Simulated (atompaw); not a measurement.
# Ga: the cost of one run

Program: atompaw 4.2.0.5. Reference atom: PBE, scalar-relativistic, spherical and spin-unpolarised. All values are calculated.

## (1) The atom and the settings

Typed settings, in words:

```json
{
 "element": "gallium (Ga, Z = 31)",
 "type": "PAW",
 "frozen core": "[Ar]",
 "valence charge": "13",
 "reference configuration": "3d10 4s1 4p2",
 "partial waves": "4s (bound): rc 2.05 bohr; 4s channel at 4.15 Ry: rc 2.05 bohr; 4p (bound): rc 2.05 bohr; 4p channel at 1.8 Ry: rc 2.05 bohr; 3d (bound): rc 1.10 bohr; 3d channel at -1.15 Ry: rc 1.10 bohr",
 "local potential": "troulliermartins scheme with l = 3 at 0 Ry, radius 1.50 bohr",
 "core correction": "smooth core density matched at 1.85 bohr",
 "augmentation charge": "sinc compensation charge, radius 1.95 bohr; PAW radius 2.05 bohr; waves and projectors: custom rrkj vanderbiltortho"
}
```

The nodes and maxima of the atom's own shells, from an earlier all-electron run, set the scale for the radii.

All-electron outer shells of the reference configuration (PBE, scalar-relativistic, ld1.x):

| shell | level (eV) | outermost node (bohr) | outermost maximum (bohr) |
| --- | --- | --- | --- |
| 3s | -150.06 | 0.27 | 0.56 |
| 3p | -100.79 | 0.24 | 0.56 |
| 3d | -21.04 | – | 0.53 |
| 4s | -10.04 | 0.80 | 1.87 |
| 4p | -3.35 | 0.87 | 2.47 |

## (2) Generating the potential

The input, Ga.input:

```
Ga 31
GGA-PBE scalarrelativistic loggrid 1500 logderivrange -4 5 226
4 4 3 0 0 0
4 0 1
4 1 2
0 0 0
c
c
c
v
c
c
v
v
2
2.05 1.95 1.50 1.85
y
4.15
n
y
1.8
n
y
-1.15
n
custom rrkj vanderbiltortho sinc
3 0 troulliermartins
2.05
2.05
2.05
2.05
1.10
1.10
PWSCFOUT
UPFDX 0.0125d0 UPFXMIN -7.d0 UPFZMESH 31.d0
END
```

Started as:

```sh
$ atompaw < Ga.input > Ga.log
```

**Question.** How long does this run take on 1 thread of Intel Xeon 6975P-C, shared host?

About 5.3 s.
